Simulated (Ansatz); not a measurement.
# CH₃NSn, SMILES [CH]1=[N][SnH2]1: a search for lower mean-field states

Program: the Python package of Ansatz (0.2.0).

Run as a notebook:

**Cell 1**
```python
import warnings

import ansatz as az
import numpy as np
```

**Cell 2**
```python
BASIS_SET = 'def2-SVP'
XC = 'pbe0'
```

**Cell 3**
```python
warnings.simplefilter('ignore', az.DeckWarning)
```

**Cell 4**
```python
molecule = (
    az.Crystal.molecule()
    .atom('C', [0.1517, -1.2525, 0.1056])
    .atom('N', [-1.1543, -0.6784, -0.0917])
    .atom('Sn', [0.143, 0.7738, -0.0503])
    .atom('H', [0.7754, -2.0916, 0.2232])
    .atom('H', [0.244, 1.4737, -1.6537])
    .atom('H', [-0.1177, 1.7111, 1.4207])
)
symbols = [site.symbol for site in molecule.cartesian_sites]
```

**Cell 5**
```python
start = np.array([site.position_ang for site in molecule.cartesian_sites])
for factor in [1.0, 1.25, 1.6]:
    xyz = (start - start.mean(axis=0)) * factor
    scaled = az.Crystal.molecule()
    for symbol, place in zip(symbols, xyz):
        scaled = scaled.atom(symbol, place.tolist())
    job = (
        scaled.calculation()
        .basis(gaussian=BASIS_SET)
        .functional(XC)
        .spin('collinear')
    )
    for search in ('off', 'standard'):
        try:
            summary = job.scf(lower_state_search=search).run(threads=1).report
        except az.AnsatzError as error:
            print(f'x{factor} search {search}: {type(error).__name__}')
            continue
        state = summary['mean_field']['state']
        print(f'all distances x{factor}, search {search:8s} E = {summary["free_energy_ev"]:.5f} eV  <S^2> = {abs(state["spin_squared"]):.3f}  other states met: {len(summary["mean_field"]["others"])}')
```
Output:
```text
all distances x1.0, search off      E = -8397.58289 eV  <S^2> = 0.000  other states met: 0
all distances x1.0, search standard E = -8397.58289 eV  <S^2> = 0.000  other states met: 2
all distances x1.25, search off      E = -8391.58186 eV  <S^2> = 0.000  other states met: 0
all distances x1.25, search standard E = -8391.98794 eV  <S^2> = 1.104  other states met: 11
all distances x1.6, search off      E = -8384.47707 eV  <S^2> = 2.727  other states met: 0
all distances x1.6, search standard E = -8384.93337 eV  <S^2> = 2.888  other states met: 15
```

Reading the output:
- These settings explore the input space; basis and method may be short of convergence.
- The count of other states can hold repeated and symmetry-equivalent ends of the search; scaling all distances is a test, and for more than two atoms no physical path.
- The geometry comes from a force field and isn't relaxed at this level.
- def2 sets replace the cores of elements past krypton by effective core potentials.
- The expectation value of S² is noticeably off S(S+1) in at least one run, so that state is spin-contaminated.
- Timing: 66 s on 1 thread of Arm Neoverse V1, with other jobs on the host, peak memory 0.27 GiB.
